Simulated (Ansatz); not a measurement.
**Al3InSb4: the band gap up the ladder of functionals**

One table from this session's results is given with a row withheld; the runs are named, their logs left out.

The runs shown are made with Ansatz 0.2.0. PAW datasets, plane waves. No spin polarisation. The prototype was imposed, so other structures may be more stable.

### The cell

The cell was relaxed beforehand with r2SCAN.

The symmetry is Amm2 (No. 38, orthorhombic); a = 4.434 Å, b = 8.868 Å, c = 12.531 Å in the conventional setting, 30.79 Å³ an atom. Around Al lie 4 Sb at 2.69–2.71 Å; around Al lie 4 Sb at 2.66–2.71 Å; around In lie 4 Sb at 2.78–2.80 Å; around Sb lie 4 Al at 2.71 Å; around Sb lie 3 Al at 2.68–2.69 Å and 1 In at 2.80 Å.

As a file:

Space group Amm2 (No. 38). a = 4.434 Å, b = 8.868 Å, c = 12.531 Å, α = 90.00°, β = 90.00°, γ = 90.00°
```csv
atom,site,symmetry,x,y,z
Al,2a,mm2,0.0000,0.5000,0.5002
Al,4e,m..,0.5000,0.2507,0.7501
In,2a,mm2,0.0000,0.5000,0.9993
Sb,2b,mm2,0.5000,0.5000,0.6249
Sb,4d,m..,0.0000,0.2415,0.8708
Sb,2b,mm2,0.5000,0.5000,0.1338
```

Set-up of the first run:

The input, input.yaml:

```yaml
crystal:
  lattice:
    - [4.4342232854, 0.0, 0.0]
    - [0.0, 4.433765407, 6.2653720231]
    - [0.0, -4.433765407, 6.2653720231]
  atoms:
    - { symbol: Al, position: [0.0, 0.0001973869, 0.0001973869] }
    - { symbol: Al, position: [0.5, 0.0008106898, 0.4994052448] }
    - { symbol: Al, position: [0.5, 0.4994052448, 0.0008106898] }
    - { symbol: In, position: [0.0, 0.4993494403, 0.4993494403] }
    - { symbol: Sb, position: [0.5, 0.1248813703, 0.1248813703] }
    - { symbol: Sb, position: [0.0, 0.1123333233, 0.6292490339] }
    - { symbol: Sb, position: [0.0, 0.6292490339, 0.1123333233] }
    - { symbol: Sb, position: [0.5, 0.6337735107, 0.6337735107] }
kpoints:
  mp_grid: { grid: [6, 4, 4] }
  band_path:
    path:
      - [[0.0, 0.0, 0.0], [0.0, 0.5, 0.5], [-2.761193521815e-34, 0.6248036397958, 0.3751963602042]]
      - [[-8.300957895932e-34, 0.3751963602042, -0.3751963602042], [0.0, 0.0, 0.0], [0.5, -1.105950072426e-33, 1.105950072426e-33], [0.5, 0.3751963602042, -0.3751963602042]]
      - [[0.5, 0.6248036397958, 0.3751963602042], [0.5, 0.5, 0.5], [0.0, 0.5, 0.5]]
      - [[0.0, 0.0, 0.0], [-5.531075708873e-34, 0.5, -2.268004706489e-17], [0.5, 0.5, -2.268004706489e-17], [0.5, -1.105950072426e-33, 1.105950072426e-33], [0.5, 0.5, 0.5]]
    npoints: 10
hamiltonian:
  xc: pbe
scf:
  occupations: { method: fermi_dirac, width: 0.02 }
  n_extra_bands: 6
output:
  forces: true
  stress: true
  eigenvalues: true
```

The run is started by

```sh
> ansatz run input.yaml --threads 4 --pin off --max-ram 6451MiB --backend cpu --events-out ev --progress --plain --runs-dir out
```

Steps of the session up to this table: PBE band path; Single point with r2SCAN; HSE06; PBE+SOC; PBE0.

One of the session's tables, all rows but one given; the rest of the session is left out.

| level | gap (eV) |
| --- | --- |
| PBE | 0.85 |
| r2SCAN | 1.16 |
| HSE06 | ? |
| PBE+SOC | 0.66 |
| PBE0 | 2.09 |

**Question.** Estimate the row for HSE06.

The run gave: gap (eV): 1.46. In the column «gap (eV)» it lies between r2SCAN (1.16) and PBE0 (2.09).

Meshes: PBE 6×4×4, r2SCAN 6×4×4, HSE06 4×2×2, PBE+SOC 6×4×4, PBE0 4×2×2

PBE reaches 58 % of the HSE06 value, and r2SCAN 79 %. PBE0 lies 0.63 eV above HSE06, which differs from it by screening the long-range exchange. The levels disagree on whether the gap is direct.

Caveats from the session: Warnings in the runs' records: stress scf threshold loose, stress exchange threshold loose.
